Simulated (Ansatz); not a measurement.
# CH₄AlFOS: one molecule under many settings

Aim: run CH₄AlFOS under a spread of inputs, and see what each costs and gives.

Computed with Ansatz 0.2.0, Gaussian basis. Level: the settings change from run to run.

**1. The geometry**

The geometry comes from an earlier relaxation with PBE0-D4 in a triple-zeta def2 set; it is a stationary point, not always the lowest conformer.

SMILES `[OH][Al]([SH])[CH2]F`, 9 atoms, charge 0, spin multiplicity 1.

Atoms are counted from 1 here; the program's logs count them from 0.

Bond lengths: O1–Al2 1.686 Å, O1–H6 0.954 Å, Al2–S3 2.190 Å, Al2–C4 1.973 Å, S3–H7 1.344 Å, C4–F5 1.393 Å, C4–H8 1.097 Å, C4–H9 1.097 Å. Angles: Al2–O1–H6 126.5°, O1–Al2–S3 123.0°, O1–Al2–C4 120.3°, S3–Al2–C4 116.6°, Al2–S3–H7 93.9°, Al2–C4–F5 112.2°, Al2–C4–H8 111.2°, Al2–C4–H9 111.2°, F5–C4–H8 108.0°, F5–C4–H9 108.0°, H8–C4–H9 106.0°.

**2. revPBE/def2-TZVPD**

This run has charge +1, multiplicity 2, atoms shaken by 0.03 Å, D3(BJ) dispersion.

The input, in.yaml:

```yaml
crystal:
  periodic: [false, false, false]
  atoms:
    - {symbol: O, position_ang: [0.006997, 1.794800, -0.646061]}
    - {symbol: Al, position_ang: [0.302187, 0.231123, -0.064277]}
    - {symbol: S, position_ang: [2.237743, -0.551467, 0.354107]}
    - {symbol: C, position_ang: [-1.253411, -0.980812, 0.195499]}
    - {symbol: F, position_ang: [-2.485370, -0.360421, -0.006284]}
    - {symbol: H, position_ang: [0.712104, 2.506442, -0.812174]}
    - {symbol: H, position_ang: [2.929822, 0.553717, 0.052456]}
    - {symbol: H, position_ang: [-1.139412, -1.832273, -0.343107]}
    - {symbol: H, position_ang: [-1.294001, -1.284381, 1.268796]}
basis:
  gaussian: {orbitals: def2-TZVPD}
total_charge: 1
magnetization: {spin_polarized: true, initial_magnetization: 1}
hamiltonian: {xc: {name: revPBE}, dispersion: d3bj}
output: {forces: true}
```

Run with:

```sh
$ ansatz run in.yaml --threads 4 --pin off --events-out ev --progress --plain --max-ram 10444MiB
```

Output:

```text
Functional definition: revPBE
  name "revPBE"
  cite "Zhang & Yang, Phys. Rev. Lett. 80, 890 (1998) doi:10.1103/PhysRevLett.80.890"
  cite "Perdew, Burke & Ernzerhof, Phys. Rev. Lett. 77, 3865 (1996) doi:10.1103/PhysRevLett.77.3865"
  parameter kappa = 1.245
  parameter beta = 0.06672455060314922
  exchange = pbe_x(kappa = kappa, mu = beta*pi^2/3)
  correlation = pbe_c(beta = beta)
1316 factors; their error is unknown
mean field evaluation 1: about -23264.7910 eV, gradient 8.0e1 eV
mean field evaluation 2: about -22812.1129 eV, gradient 2.5e2 eV
mean field evaluation 4: about -23274.8600 eV, gradient 6.0e1 eV
mean field evaluation 8: about -23287.7926 eV, gradient 1.0e1 eV
mean field evaluation 16: about -23288.9998 eV, gradient 2.7e-1 eV
mean field evaluation 32: about -23287.4739 eV, gradient 5.4e0 eV
mean field -23288.97855043 eV, -855.8541758916 hartree, gradient 1.5e-5 eV, S^2 0.752874; 6 other end points of the search recorded, 0 dependent functions left out
the calculation of the forces begins
reference -23288.97862354 eV, -855.8541785784 hartree; 28, 27 occupied and 214, 215 virtual orbitals, 1316 factors
Total energy: -23289.38331648 eV, -855.8690507698 hartree
Atom 0 at     0.006997     1.794800    -0.646061 Å, force     1.399414     1.252053    -0.486164 eV/Å
Atom 1 at     0.302187     0.231123    -0.064277 Å, force    -1.060086     1.438206    -0.292553 eV/Å
Atom 2 at     2.237743    -0.551467     0.354107 Å, force     1.279536    -1.388294     0.642317 eV/Å
Atom 3 at    -1.253411    -0.980812     0.195499 Å, force    -1.943997     2.020990     2.869383 eV/Å
Atom 4 at    -2.485370    -0.360421    -0.006284 Å, force     0.778029    -0.192160    -0.501140 eV/Å
Atom 5 at     0.712104     2.506442    -0.812174 Å, force    -1.409256    -1.179771     0.436751 eV/Å
Atom 6 at     2.929822     0.553717     0.052456 Å, force     0.198503     0.515367    -0.301850 eV/Å
Atom 7 at    -1.139412    -1.832273    -0.343107 Å, force     0.151725    -2.807464    -2.455477 eV/Å
Atom 8 at    -1.294001    -1.284381     1.268796 Å, force     0.606132     0.341075     0.088732 eV/Å
Dipole moment:     0.669804    -0.128570     0.124929 e Å
```

Run time: 12 s. Hardware: 4 threads of Intel Xeon at 2.60GHz, shared host; peak memory 0.83 GiB.

Largest force 4.012 eV/Å, ⟨S²⟩ 0.753.

**3. rPW86-PBE/aug-cc-pVTZ**

Set apart from the defaults: finite nuclei, rVV10 dispersion, high accuracy, the search for lower states set to off.

The input, in.yaml:

```yaml
crystal:
  periodic: [false, false, false]
  atoms:
    - {symbol: O, position_ang: [0.014660, 1.795562, -0.652966]}
    - {symbol: Al, position_ang: [0.286248, 0.237227, -0.069229]}
    - {symbol: S, position_ang: [2.285344, -0.544213, 0.363614]}
    - {symbol: C, position_ang: [-1.229762, -0.982754, 0.258825]}
    - {symbol: F, position_ang: [-2.453918, -0.396230, -0.055327]}
    - {symbol: H, position_ang: [0.678395, 2.454719, -0.842091]}
    - {symbol: H, position_ang: [2.907234, 0.590925, 0.002162]}
    - {symbol: H, position_ang: [-1.134218, -1.903047, -0.331200]}
    - {symbol: H, position_ang: [-1.265682, -1.298688, 1.309110]}
basis:
  gaussian: {orbitals: aug-cc-pVTZ, nuclear_model: gaussian}
hamiltonian: {xc: {name: rPW86-PBE}, dispersion: rvv10}
accuracy: high
scf: {lower_state_search: off}
output: {forces: true}
```

Launched as before.

Output:

```text
Functional definition: rPW86-PBE+rVV10
  name "rPW86-PBE+rVV10"
  cite "Murray, Lee & Langreth, J. Chem. Theory Comput. 5, 2754 (2009) doi:10.1021/ct900365q"
  cite "Perdew, Burke & Ernzerhof, Phys. Rev. Lett. 77, 3865 (1996) doi:10.1103/PhysRevLett.77.3865"
  cite "Vydrov & Van Voorhis, J. Chem. Phys. 133, 244103 (2010) doi:10.1063/1.3521275"
  cite "Sabatini, Gorni & de Gironcoli, Phys. Rev. B 87, 041108(R) (2013) doi:10.1103/PhysRevB.87.041108"
  parent "pbe"
  exchange = rpw86_x
  correlation = pbe_c + rvv10(6.3, 0.0093)
these checks for a lower state are left out or cut short: stability, starts, cluster_reference, orbital_swaps, neighbouring_geometries, increment
5074 factors; integrals over basis functions are off by at most 3.8e-9 eV
mean field evaluation 1: about -23310.3850 eV, gradient 9.2e1 eV
mean field evaluation 2: about -23227.5787 eV, gradient 1.9e2 eV
mean field evaluation 4: about -23325.0283 eV, gradient 1.9e1 eV
mean field evaluation 8: about -23325.8090 eV, gradient 1.1e0 eV
mean field evaluation 16: about -23325.8122 eV, gradient 3.7e-4 eV
mean field -23325.81219722 eV, -857.2077874444 hartree, gradient 1.4e-8 eV, S^2 0.000000; 0 other end points of the search recorded, 0 dependent functions left out
the calculation of the forces begins
reference -23325.81221514 eV, -857.2077881031 hartree; 28, 28 occupied and 302, 302 virtual orbitals, 5074 factors
Total energy: -23325.81221514 eV, -857.2077881031 hartree
Atom 0 at     0.014660     1.795562    -0.652966 Å, force    -0.492037     0.355216    -0.165045 eV/Å
Atom 1 at     0.286248     0.237227    -0.069229 Å, force     0.052374    -0.475709     0.176049 eV/Å
Atom 2 at     2.285344    -0.544213     0.363614 Å, force     0.180414    -0.354697     0.141276 eV/Å
Atom 3 at    -1.229762    -0.982754     0.258825 Å, force     0.645388    -0.395121     0.197295 eV/Å
Atom 4 at    -2.453918    -0.396230    -0.055327 Å, force    -0.903215     0.424340    -0.228622 eV/Å
Atom 5 at     0.678395     2.454719    -0.842091 Å, force     0.331199     0.362924    -0.106763 eV/Å
Atom 6 at     2.907234     0.590925     0.002162 Å, force     0.148125     0.230052    -0.071508 eV/Å
Atom 7 at    -1.134218    -1.903047    -0.331200 Å, force     0.025770    -0.105073    -0.057253 eV/Å
Atom 8 at    -1.265682    -1.298688     1.309110 Å, force     0.011981    -0.041932     0.114571 eV/Å
Dipole moment:     0.387476     0.075407     0.004057 e Å
Checks for a lower state left out: stability, starts, cluster_reference, orbital_swaps, neighbouring_geometries, increment
```

Run time: 35 s. Hardware: 4 threads of Intel Xeon at 2.60GHz, shared host; peak memory 2.6 GiB.

Largest force 1.024 eV/Å, dipole 1.90 D.

**4. RPBE/def2-mTZVPP**

This run has D3(BJ) with three-body dispersion, the search for lower states set to light.

in.yaml, as its differences from that of step 3:

```diff
@@ -13,6 +13,5 @@
 basis:
-  gaussian: {orbitals: aug-cc-pVTZ, nuclear_model: gaussian}
-hamiltonian: {xc: {name: rPW86-PBE}, dispersion: rvv10}
-accuracy: high
-scf: {lower_state_search: off}
+  gaussian: {orbitals: def2-mTZVPP}
+hamiltonian: {xc: {name: RPBE}, dispersion: d3bjatm}
+scf: {lower_state_search: light}
 output: {forces: true}
```

The command is unchanged.

Output:

```text
Functional definition: RPBE
  name "RPBE"
  cite "Hammer, Hansen & Nørskov, Phys. Rev. B 59, 7413 (1999) doi:10.1103/PhysRevB.59.7413"
  cite "Perdew, Burke & Ernzerhof, Phys. Rev. Lett. 77, 3865 (1996) doi:10.1103/PhysRevLett.77.3865"
  parameter kappa = 0.804
  parameter beta = 0.06672455060314922
  exchange = rpbe_x(kappa = kappa, mu = beta*pi^2/3)
  correlation = pbe_c(beta = beta)
1198 factors; their error is unknown
mean field evaluation 1: about -23290.2404 eV, gradient 7.8e1 eV
mean field evaluation 2: about -23229.8656 eV, gradient 1.7e2 eV
mean field evaluation 4: about -23301.0322 eV, gradient 1.4e1 eV
mean field evaluation 8: about -23301.4800 eV, gradient 1.2e-1 eV
mean field evaluation 16: about -23301.4480 eV, gradient 9.9e-4 eV
mean field -23301.44800346 eV, -856.3124198383 hartree, gradient 1.0e-5 eV, S^2 0.000000; 0 other end points of the search recorded, 0 dependent functions left out
the calculation of the forces begins
reference -23301.44804146 eV, -856.3124212350 hartree; 28, 28 occupied and 108, 108 virtual orbitals, 1198 factors
Total energy: -23302.55189842 eV, -856.3529872301 hartree
Atom 0 at     0.014660     1.795562    -0.652966 Å, force    -0.605974     0.406616    -0.192052 eV/Å
Atom 1 at     0.286248     0.237227    -0.069229 Å, force     0.127204    -0.521064     0.197806 eV/Å
Atom 2 at     2.285344    -0.544213     0.363614 Å, force     0.098717    -0.430651     0.162444 eV/Å
Atom 3 at    -1.229762    -0.982754     0.258825 Å, force     0.543399    -0.256666     0.137956 eV/Å
Atom 4 at    -2.453918    -0.396230    -0.055327 Å, force    -0.830298     0.442943    -0.229673 eV/Å
Atom 5 at     0.678395     2.454719    -0.842091 Å, force     0.424870     0.385806    -0.108066 eV/Å
Atom 6 at     2.907234     0.590925     0.002162 Å, force     0.144514     0.306781    -0.099412 eV/Å
Atom 7 at    -1.134218    -1.903047    -0.331200 Å, force     0.066585    -0.248250    -0.155739 eV/Å
Atom 8 at    -1.265682    -1.298688     1.309110 Å, force     0.030982    -0.085515     0.286736 eV/Å
Dipole moment:     0.390209     0.105890    -0.006660 e Å
```

Wall time 1.1 s (4 threads of Intel Xeon at 2.60GHz, shared host).

Largest force 0.969 eV/Å, dipole 1.94 D.

**5. LC-wPBE/def2-TZVPP**

This run has finite nuclei, relativity set to scalar, high accuracy.

in.yaml, as its differences from that of step 4:

```diff
@@ -13,5 +13,4 @@
 basis:
-  gaussian: {orbitals: def2-mTZVPP}
-hamiltonian: {xc: {name: RPBE}, dispersion: d3bjatm}
-scf: {lower_state_search: light}
-output: {forces: true}
+  gaussian: {orbitals: def2-TZVPP, nuclear_model: gaussian}
+hamiltonian: {xc: {name: LC-wPBE}, pseudopotentials: {relativity: scalar}}
+accuracy: high
```

Launched as before.

Output:

```text
Functional definition: LC-wPBE
  name "LC-wPBE"
  cite "Vydrov & Scuseria, J. Chem. Phys. 125, 234109 (2006) doi:10.1063/1.2409292"
  cite "Heyd & Scuseria, J. Chem. Phys. 120, 7274 (2004) doi:10.1063/1.1668634"
  cite "Ernzerhof & Perdew, J. Chem. Phys. 109, 3313 (1998) doi:10.1063/1.476928"
  cite "Perdew, Burke & Ernzerhof, Phys. Rev. Lett. 77, 3865 (1996) doi:10.1103/PhysRevLett.77.3865"
  parent pbe
  parameter omega = 0.4/bohr
  exchange = pbe_x_sr(omega) + exact_x_lr(omega)
  correlation = pbe_c
4020 factors; integrals over basis functions are off by at most 3.4e-8 eV
770 factors; integrals over basis functions are off by at most 2.4e-9 eV
mean field evaluation 1: about -23330.5517 eV, gradient 5.9e1 eV
mean field evaluation 2: about -23329.5694 eV, gradient 6.7e1 eV
mean field evaluation 4: about -23336.4876 eV, gradient 2.0e0 eV
mean field evaluation 8: about -23336.4941 eV, gradient 1.4e-1 eV
mean field evaluation 16: about -23336.4942 eV, gradient 1.5e-4 eV
mean field -23336.49415669 eV, -857.6003422145 hartree, gradient 7.1e-8 eV, S^2 0.000000; 0 other end points of the search recorded, 0 dependent functions left out
reference -23336.49415669 eV, -857.6003422145 hartree; 28, 28 occupied and 205, 205 virtual orbitals, 4020 factors
Total energy: -23336.49415669 eV, -857.6003422145 hartree
Relativity: scalar
```

Run time: 9 s. Hardware: 4 threads of Intel Xeon at 2.60GHz, shared host; peak memory 1.5 GiB.

**6. wB97X/6-31G***

Options: a grid of angular degree 11, high accuracy, the search for lower states set to off.

in.yaml, as its differences from that of step 5:

```diff
@@ -13,4 +13,5 @@
 basis:
-  gaussian: {orbitals: def2-TZVPP, nuclear_model: gaussian}
-hamiltonian: {xc: {name: LC-wPBE}, pseudopotentials: {relativity: scalar}}
+  gaussian: {orbitals: "6-31G*", final_grid: {core_spheres: 5, valence_spheres: 4, degree: 11}}
+hamiltonian: {xc: {name: wB97X}}
 accuracy: high
+scf: {lower_state_search: off}
```

Same command.

Output:

```text
Functional definition: wB97X
  name "wB97X"
  cite "Chai & Head-Gordon, J. Chem. Phys. 128, 084106 (2008) doi:10.1063/1.2834918"
  cite "Becke, J. Chem. Phys. 107, 8554 (1997) doi:10.1063/1.475007"
  parameter omega = 0.3/bohr
  parameter cx = 0.157706
  parameter cx1 = 0.726479
  parameter cx2 = 1.04760
  parameter cx3 = -5.70635
  parameter cx4 = 13.2794
  parameter css1 = -4.33879
  parameter css2 = 18.2308
  parameter css3 = -31.7430
  parameter css4 = 17.2901
  parameter cos1 = 2.37031
  parameter cos2 = -11.3995
  parameter cos3 = 6.58405
  parameter cos4 = -3.78132
  # The coefficients of nought are those of the uniform gas.
  exchange = spin_sum(e_x_unif_sr(omega)*poly(b97_u_x, 1 - cx, cx1, cx2, cx3, cx4)) + cx*exact_x_sr(omega)
      + exact_x_lr(omega)
  correlation = spin_sum(e_c_pw_same_spin*poly(b97_u_same, 1, css1, css2, css3, css4))
      + integral(e_c_pw_opposite_spin*poly(b97_u_opposite, 1, cos1, cos2, cos3, cos4))
these checks for a lower state are left out or cut short: stability, starts, cluster_reference, orbital_swaps, neighbouring_geometries, increment
1939 factors; integrals over basis functions are off by at most 1.0e-8 eV
409 factors; integrals over basis functions are off by at most 2.2e-9 eV
mean field evaluation 1: about -23292.4310 eV, gradient 5.3e1 eV
mean field evaluation 2: about -23291.7862 eV, gradient 6.0e1 eV
mean field evaluation 4: about -23297.6499 eV, gradient 1.4e0 eV
mean field evaluation 8: about -23297.7932 eV, gradient 5.9e-2 eV
mean field evaluation 16: about -23297.7933 eV, gradient 4.7e-5 eV
mean field -23297.79325354 eV, -856.1781102561 hartree, gradient 9.6e-8 eV, S^2 0.000000; 0 other end points of the search recorded, 0 dependent functions left out
reference -23297.79325023 eV, -856.1781101345 hartree; 28, 28 occupied and 63, 63 virtual orbitals, 1939 factors
Total energy: -23297.79325023 eV, -856.1781101345 hartree
Checks for a lower state left out: stability, starts, cluster_reference, orbital_swaps, neighbouring_geometries, increment
```

It took 1.3 s on 4 threads of Intel Xeon at 2.60GHz, shared host.

[end of part 1 of 2]
